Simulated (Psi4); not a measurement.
**SiCl3F (SMILES F[Si](Cl)(Cl)Cl) at TPSSh/cc-pVDZ**

What is the energy change on altering one bond length of SiCl3F at TPSSh/cc-pVDZ? 

The calculation is run with Psi4 1.11.

## Step 1: Starting point

SiCl3F has 5 atoms, charge 0, and is taken as a singlet. As SMILES, `F[Si](Cl)(Cl)Cl`. The shape is that of a PBE0-D4/def2-TZVP optimisation.

Bond lengths: F1–Si2 1.575 Å, Si2–Cl3 2.014 Å, Si2–Cl4 2.014 Å, Si2–Cl5 2.014 Å. Angles: F1–Si2–Cl3 108.4°, F1–Si2–Cl4 108.4°, F1–Si2–Cl5 108.4°, Cl3–Si2–Cl4 110.6°, Cl3–Si2–Cl5 110.6°, Cl4–Si2–Cl5 110.6°.

## Step 2: Energy and forces at TPSSh/cc-pVDZ

input.json reads:

```json
{
 "schema_name": "qcschema_input",
 "schema_version": 1,
 "molecule": {
  "schema_name": "qcschema_molecule",
  "schema_version": 2,
  "symbols": ["F", "Si", "Cl", "Cl", "Cl"],
  "geometry": [1.63468869, -1.73244422, 1.98453368, 0.06544122, -0.06933405, 0.07944409, -3.03580722, 1.21031289, 1.87806651, -0.91203852, -2.24471118, -2.88744483, 2.24769694, 2.83617656, -1.05458056],
  "molecular_charge": 0,
  "molecular_multiplicity": 1,
  "fix_symmetry": "c1",
  "fix_com": true,
  "fix_orientation": true
 },
 "driver": "gradient",
 "model": {
  "method": "tpssh",
  "basis": "cc-pVDZ"
 },
 "keywords": {
  "reference": "rks",
  "puream": true,
  "e_convergence": 1e-09,
  "d_convergence": 1e-08,
  "scf_type": "pk",
  "dft_radial_points": 99,
  "dft_spherical_points": 590
 }
}
```

Launch:

```bash
$ psi4 --qcschema input.json -n 1 --memory 1600MB
```

stdout:

```text
[...]
  Running in c1 symmetry.
[...]
  Nuclear repulsion =  451.587219256816525
[...]
  Multiplicity = 1
[...]
  Nalpha       = 37
  Nbeta        = 37
[...]
    Number of basis functions: 86
[...]
   @RKS iter   1: -1770.13439644751452    1.40487e-01   4.93572e-03 ADIIS/DIIS
[...]
   @RKS iter  10: -1770.20583560809587   -3.41061e-12   5.00474e-09 DIIS
[...]
    Orbital Energies [Eh]
    ---------------------
    Doubly Occupied:
       1A   -101.412633     2A   -101.412631     3A   -101.412631
       4A    -66.164085     5A    -24.646709     6A     -9.406481
       7A     -9.406444     8A     -9.406442     9A     -7.152718
      10A     -7.152718    11A     -7.152715    12A     -7.145677
      13A     -7.145675    14A     -7.145674    15A     -7.145619
      16A     -7.145617    17A     -7.145617    18A     -5.370397
      19A     -3.719494    20A     -3.718582    21A     -3.718582
      22A     -1.208341    23A     -0.866932    24A     -0.831402
      25A     -0.831400    26A     -0.559005    27A     -0.477173
      28A     -0.468407    29A     -0.468406    30A     -0.408967
      31A     -0.408966    32A     -0.365849    33A     -0.358924
      34A     -0.358923    35A     -0.334641    36A     -0.334639
[...]
  @RKS Final Energy: -1770.20583560809587
   => Energetics <=
    Nuclear Repulsion Energy =            451.5872192568165246
    One-Electron Energy =               -3346.6034858421235185
    Two-Electron Energy =                1229.8789661443247496
    DFT Exchange-Correlation Energy =    -105.0685351671138648
    Empirical Dispersion Energy =           0.0000000000000000
    VV10 Nonlocal Energy =                  0.0000000000000000
    Total Energy =                      -1770.2058356080958674
[...]
 Multipole Moments:
 ------------------------------------------------------------------------------------
     Multipole            Electronic (a.u.)      Nuclear  (a.u.)        Total (a.u.)
 ------------------------------------------------------------------------------------
 L = 1.  Multiply by 2.5417464519 to convert [e a0] to [Debye]
 Dipole X            :         13.1849693          -13.2741543           -0.0891850
 Dipole Y            :        -13.9730026           14.0675559            0.0945534
 Dipole Z            :         16.0059795          -16.1142806           -0.1083011
 Magnitude           :                                                    0.1691846
[...]
  -Total Gradient:
     Atom            X                  Y                   Z
    ------   -----------------  -----------------  -----------------
       1       -0.022889668023     0.024260564742    -0.027790990612
       2        0.015366739960    -0.016289003433     0.018653353158
       3        0.012450527760    -0.005106093129    -0.007292588317
       4        0.003897690775     0.008810725758     0.011909408238
       5       -0.008829368521    -0.011660074355     0.004513778257
[...]
```

The result, in JSON:

```text
{
 "driver": "gradient",
 "model": {
  "method": "tpssh",
  "basis": "cc-pVDZ"
 },
 "success": true,
 "return_result": [-0.022889668022810755, 0.02426056474224722, -0.027790990612446997, 0.01536673996039296, -0.016289003433072255, 0.01865335315789254, 0.012450527759555685, -0.005106093129400524, -0.007292588317186849, 0.0038976907749399686, 0.008810725758082477, 0.011909408237611746, -0.008829368520981734, -0.011660074355049177, 0.004513778256506548],
 "properties": {
  "calcinfo_nbasis": 86,
  "calcinfo_nmo": 86,
  "calcinfo_nalpha": 37,
  "calcinfo_nbeta": 37,
  "calcinfo_natom": 5,
  "nuclear_repulsion_energy": 451.5872192568165,
  "return_energy": -1770.2058356080959,
  "return_gradient": [-0.022889668022810755, 0.02426056474224722, -0.027790990612446997, 0.01536673996039296, -0.016289003433072255, 0.01865335315789254, 0.012450527759555685, -0.005106093129400524, -0.007292588317186849, 0.0038976907749399686, 0.008810725758082477, 0.011909408237611746, -0.008829368520981734, -0.011660074355049177, 0.004513778256506548],
  "scf_one_electron_energy": -3346.6034858421235,
  "scf_two_electron_energy": 1229.8789661443247,
  "scf_xc_energy": -105.06853516711386,
  "scf_dipole_moment": [-0.0891849931378701, 0.0945533524345521, -0.10830107201780592],
  "scf_total_energy": -1770.2058356080959,
  "scf_total_gradient": [-0.022889668022810755, 0.02426056474224722, -0.027790990612446997, 0.01536673996039296, -0.016289003433072255, 0.01865335315789254, 0.012450527759555685, -0.005106093129400524, -0.007292588317186849, 0.0038976907749399686, 0.008810725758082477, 0.011909408237611746, -0.008829368520981734, -0.011660074355049177, 0.004513778256506548],
  "scf_iterations": 10
 }
}
```

Wall time 90 s (1 thread of Intel Xeon 6975P-C (Granite Rapids), shared host); peak memory 1.1 GiB.

## Step 3: The distorted shape: the energy at TPSSh/cc-pVDZ

cl3fsi.json reads:

```json
{
  "schema_name": "qcschema_input",
  "schema_version": 1,
  "molecule": {
    "schema_name": "qcschema_molecule",
    "schema_version": 2,
    "symbols": ["F", "Si", "Cl", "Cl", "Cl"],
    "geometry": [2.80766437, 0.87801022, 5.54480227, 1.2384169, 2.54112039, 3.63971267, -1.86283154, 3.82076733, 5.4383351, -0.91203852, -2.24471118, -2.88744483, 3.42067263, 5.446631, 2.50568802],
    "molecular_charge": 0,
    "molecular_multiplicity": 1,
    "fix_symmetry": "c1"
  },
  "driver": "energy",
  "model": {
    "method": "tpssh",
    "basis": "cc-pVDZ"
  },
  "keywords": {
    "puream": true,
    "e_convergence": 1e-09,
    "d_convergence": 1e-08,
    "scf_type": "pk",
    "dft_radial_points": 99,
    "dft_spherical_points": 590,
    "scf_properties": ["MAYER_INDICES", "DIPOLE", "QUADRUPOLE"]
  }
}
```

Launch:

```bash
$ psi4 --qcschema cl3fsi.json -n 1 --memory 1600MB
```

stdout:

```text
[...]
  Running in c1 symmetry.
[...]
  Nuclear repulsion =  369.002654611658272
[...]
  Multiplicity = 1
[...]
  Nalpha       = 37
  Nbeta        = 37
[...]
    Number of basis functions: 86
[...]
   @RKS iter   1: -1769.79080805975354    2.93004e-02   6.14990e-03 DIIS/ADIIS
[...]
   @RKS iter  20: -1770.02539502872196   -6.13909e-12   3.38104e-09 DIIS
[...]
    Orbital Energies [Eh]
    ---------------------
    Doubly Occupied:
       1A   -101.459322     2A   -101.459322     3A   -101.338625
       4A    -66.198393     5A    -24.692970     6A     -9.452631
       7A     -9.452607     8A     -9.324718     9A     -7.199252
      10A     -7.199251    11A     -7.192062    12A     -7.192062
      13A     -7.191306    14A     -7.191306    15A     -7.074600
      16A     -7.063323    17A     -7.063320    18A     -5.405327
      19A     -3.754119    20A     -3.753619    21A     -3.753064
      22A     -1.250876    23A     -0.897357    24A     -0.873168
      25A     -0.709098    26A     -0.595799    27A     -0.511095
      28A     -0.506256    29A     -0.492836    30A     -0.445398
      31A     -0.411085    32A     -0.397490    33A     -0.381934
      34A     -0.371473    35A     -0.260517    36A     -0.246301
[...]
  @RKS Final Energy: -1770.02539502872196
   => Energetics <=
    Nuclear Repulsion Energy =            369.0026546116582722
    One-Electron Energy =               -3180.6317595867280943
    Two-Electron Energy =                1146.5080500679002853
    DFT Exchange-Correlation Energy =    -104.9043401215524227
    Empirical Dispersion Energy =           0.0000000000000000
    VV10 Nonlocal Energy =                  0.0000000000000000
    Total Energy =                      -1770.0253950287219595
[...]
 Multipole Moments:
 ------------------------------------------------------------------------------------
     Multipole            Electronic (a.u.)      Nuclear  (a.u.)        Total (a.u.)
 ------------------------------------------------------------------------------------
 L = 1.  Multiply by 2.5417464519 to convert [e a0] to [Debye]
 Dipole X            :          0.8014795           -0.2871245            0.5143550
 Dipole Y            :          1.2424968            0.4490016            1.6914985
 Dipole Z            :          2.1326817           -0.2683612            1.8643206
 Magnitude           :                                                    2.5693227
 L = 2.  Multiply by 1.3450342976 to convert [e a0^2] to [Debye ang]
 Quadrupole XX       :       -366.2658956          325.6669406          -40.5989551
 Quadrupole XY       :       -180.3280827          178.8445454           -1.4835373
[...]
```

The result, in JSON:

```text
{
 "driver": "energy",
 "model": {
  "method": "tpssh",
  "basis": "cc-pVDZ"
 },
 "success": true,
 "return_result": -1770.025395028722,
 "properties": {
  "calcinfo_nbasis": 86,
  "calcinfo_nmo": 86,
  "calcinfo_nalpha": 37,
  "calcinfo_nbeta": 37,
  "calcinfo_natom": 5,
  "nuclear_repulsion_energy": 369.0026546116583,
  "return_energy": -1770.025395028722,
  "scf_one_electron_energy": -3180.631759586728,
  "scf_two_electron_energy": 1146.5080500679003,
  "scf_xc_energy": -104.90434012155242,
  "scf_dipole_moment": [0.5143549643991254, 1.6914984762689036, 1.864320580593219],
  "scf_total_energy": -1770.025395028722,
  "scf_iterations": 20
 }
}
```

It took 44 s on 1 thread of Intel Xeon 6975P-C (Granite Rapids), shared host; peak memory 1 GiB.

## Step 4: Summary of results

Level: TPSSh/cc-pVDZ.

```
                                                           quantity           value
                                          first shape: total energy  -1770.20584 Eh
                                         first shape: dipole moment          0.43 D
                                           first shape: HOMO energy        -8.82 eV
                                           first shape: LUMO energy        -0.62 eV
                                         first shape: HOMO–LUMO gap         8.20 eV
                              first shape: largest force on an atom      2.232 eV/Å
                                      distorted shape: total energy  -1770.02540 Eh
                                     distorted shape: dipole moment          6.53 D
                                       distorted shape: HOMO energy        -6.70 eV
                                       distorted shape: LUMO energy        -6.28 eV
                                     distorted shape: HOMO–LUMO gap         0.42 eV
energy change with the Si2–Cl4 bond stretched from 2.014 to 4.432 Å        4.910 eV
```

One bond (distorted shape) is far stretched, which a spin-restricted single reference describes badly; a broken-symmetry solution may lie lower. With the Si2–Cl4 bond stretched from 2.014 to 4.432 Å the energy rises by 4.91 eV (113 kcal/mol). The first shape isn't relaxed at this level, so the change isn't measured from a minimum. A restricted reference can't describe the breaking bond well at this length. The largest force (first shape) is 2.23 eV/Å: the shape isn't a stationary point for this species at this level.
